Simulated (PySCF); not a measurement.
# H12IrO6 ([Ir(H2O)6]3+): the cost of one run

Computed with PySCF 2.14.0 and routines of our own; the level stands in each step. Atoms count from 0.

## (1) The starting structure

19 atoms, charge 3, states of the metal's open shell are computed; geometry from: model start, shaken.

## (2) Relaxing the molecule at PBE0-D3(BJ)/def2-SVP

Job settings and geometry (Å):

```
{"job": {"xc": "PBE0", "basis": "def2-SVP", "d3": "d3bj", "grid": 1, "maxiter": 45, "solvent": "water", "kind": "geom"}, "charge": 3, "metal": "Ir", "open_shell": "d6"}
Ir     0.000020     0.004480    -0.004110
O     -0.013360    -0.006820     2.025130
H      0.775900     0.020100     2.607620
H     -0.784310     0.007350     2.620350
O      0.001580    -0.013960    -2.040440
H      0.785430    -0.020160    -2.621860
H     -0.803520    -0.019340    -2.642630
O      2.036470    -0.019010     0.004070
H      2.617350     0.772200    -0.037750
H      2.606920    -0.775730     0.001700
O     -2.062950    -0.007170    -0.014680
H     -2.627130     0.790910    -0.012110
H     -2.615490    -0.761730    -0.008750
O     -0.001680     2.041660     0.000960
H     -0.018380     2.616140     0.795380
H     -0.023210     2.627890    -0.773210
O     -0.009620    -2.009990     0.011430
H     -0.017990    -2.613880     0.783650
H     -0.002830    -2.604760    -0.776000
```

On the command line:

```console
$ OMP_NUM_THREADS=1 python lf_run.py task.json out
```

The driver reads the jobs from task.json and runs them one after another.

**Question.** How long does this first job take on 1 thread of Arm Neoverse V1, shared host, and how much memory does it need?

About 27 min, with a peak of 1.5 GiB.
